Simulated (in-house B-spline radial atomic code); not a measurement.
# As: ionisation energy by several methods

The task here is to estimate one member of a computed series from the others.

Method: non-relativistic, several functionals, spin-polarised; spherical all-electron atom at the radial basis limit. Code: in-house B-spline radial atomic code version 1.

**Starting point**

```
element       : arsenic (Z = 33)
charge        : 0
electrons     : 33
configuration : [Ar] 3d10 4s2 4p3
nucleus       : point
```

The outer shells:

[Ar] 3d10 4s2 4p3
```
[Ar] core
3d [↑↓][↑↓][↑↓][↑↓][↑↓]
4s [↑↓]
4p [↑ ][↑ ][↑ ]
```

Where spins are not typed, each open shell is filled with up spins first.

The first run:

Input settings:

```ini
Z = 33
electrons = 33.0
configuration = [Ar] 3d10 4s2 4p3
hamiltonian = nr
method = revtpss,revtpss
spin_polarised = True
```

Steps of the session up to this table: revTPSS; OLYP; RPBE; r2SCAN; BP86; LDA (PW92); Hartree-Fock; exchange-only LDA.

One of the session's tables, all rows but one given; the rest of the session is left out.

```
           method  ΔSCF (eV)
       LDA (PW92)      9.974
exchange-only LDA      9.145
             OLYP      9.769
             RPBE      9.915
             BP86      9.988
          revTPSS     10.061
           r2SCAN     10.305
     Hartree-Fock          ?
```

Estimate the missing values for Hartree-Fock.

As computed: ΔSCF (eV): 9.548. In the column «ΔSCF (eV)» it lies between exchange-only LDA (9.145) and OLYP (9.769).

Limits of these values: These runs leave out relativity, which matters at this nuclear charge.
